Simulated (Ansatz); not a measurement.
**C₃H₇Al: how energies converge with the basis set**

The task here is to estimate one member of a computed series from the others.

Computed with Ansatz 0.2.0, Gaussian basis. Level: one geometry, several basis sets.

Levels to be run: PBE0-D4/def2-SVP; ωB97M-V/def2-SVP; PBE0-D4/def2-QZVPP; ωB97M-V/def2-QZVPP; the functionals' def2-TZVPP values are taken from earlier runs.

## The geometry

All runs share one geometry, relaxed beforehand with PBE0-D4 in a triple-zeta def2 set.

11 atoms, charge 0, spin multiplicity 1.

Atoms are counted from 1 here; the program's logs count them from 0.

Bond lengths: C1–C2 1.380 Å, C1–Al4 2.294 Å, C1–H5 1.081 Å, C1–H6 1.086 Å, C2–C3 1.425 Å, C2–Al4 2.148 Å, C2–H7 1.090 Å, C3–Al4 2.091 Å, C3–H8 1.088 Å, C3–H9 1.082 Å, Al4–H10 1.581 Å, Al4–H11 1.580 Å. Angles: C2–C1–Al4 66.2°, C2–C1–H5 120.1°, C2–C1–H6 120.9°, Al4–C1–H5 124.5°, Al4–C1–H6 93.3°, H5–C1–H6 117.0°, C1–C2–C3 124.8°, C1–C2–Al4 77.8°, C1–C2–H7 116.2°, C3–C2–Al4 68.2°, C3–C2–H7 116.1°, Al4–C2–H7 111.4°, C2–C3–Al4 72.5°, C2–C3–H8 118.1°, C2–C3–H9 117.8°, Al4–C3–H8 101.5°, Al4–C3–H9 124.3°, H8–C3–H9 115.3° and more.

Coordinates:

```
atom     x (Å)     y (Å)     z (Å)
  C1  -0.92444   1.00394   0.00905
  C2   0.42841   0.79350   0.18373
  C3   1.20878  -0.14229  -0.55479
 Al4  -0.36437  -1.19771   0.33048
  H5  -1.47636   1.60534   0.71817
  H6  -1.40022   0.80936  -0.94763
  H7   0.84877   1.12568   1.13275
  H8   0.98863  -0.27015  -1.61229
  H9   2.24950  -0.25690  -0.28276
 H10  -0.24244  -1.66076   1.83710
 H11  -1.25107  -1.86699  -0.79332
```

The first run:

Contents of in.yaml:

```yaml
crystal:
  periodic: [false, false, false]
  atoms:
    - {symbol: C, position_ang: [-0.924442, 1.003935, 0.009049]}
    - {symbol: C, position_ang: [0.428406, 0.793503, 0.183733]}
    - {symbol: C, position_ang: [1.208780, -0.142293, -0.554787]}
    - {symbol: Al, position_ang: [-0.364370, -1.197713, 0.330480]}
    - {symbol: H, position_ang: [-1.476355, 1.605343, 0.718171]}
    - {symbol: H, position_ang: [-1.400219, 0.809357, -0.947631]}
    - {symbol: H, position_ang: [0.848773, 1.125676, 1.132755]}
    - {symbol: H, position_ang: [0.988631, -0.270153, -1.612294]}
    - {symbol: H, position_ang: [2.249504, -0.256896, -0.282756]}
    - {symbol: H, position_ang: [-0.242435, -1.660764, 1.837099]}
    - {symbol: H, position_ang: [-1.251075, -1.866995, -0.793321]}
basis:
  gaussian: {orbitals: def2-SVP}
hamiltonian: {xc: pbe0, dispersion: d4}
output: {orbitals: {seedname: orbitals}}
```

Steps of the session up to this table: PBE0-D4 in def2-SVP; ωB97M-V in def2-SVP; PBE0-D4 in def2-QZVPP; ωB97M-V in def2-QZVPP.

One of the session's tables, all rows but one given; the rest of the session is left out.

It belongs to the step «Functionals by basis». 

| functional | basis | HOMO (eV) |
| --- | --- | --- |
| PBE0-D4 | def2-SVP | -6.89 |
| PBE0-D4 | def2-TZVPP | -6.88 |
| PBE0-D4 | def2-QZVPP | -6.88 |
| ωB97M-V | def2-SVP | ? |
| ωB97M-V | def2-TZVPP | -8.95 |
| ωB97M-V | def2-QZVPP | -8.95 |

Q: Estimate the row for ωB97M-V, def2-SVP from the others.

**Answer.** HOMO (eV): -8.93. In the column «HOMO (eV)» it lies between ωB97M-V, def2-QZVPP (-8.95) and PBE0-D4, def2-SVP (-6.89).
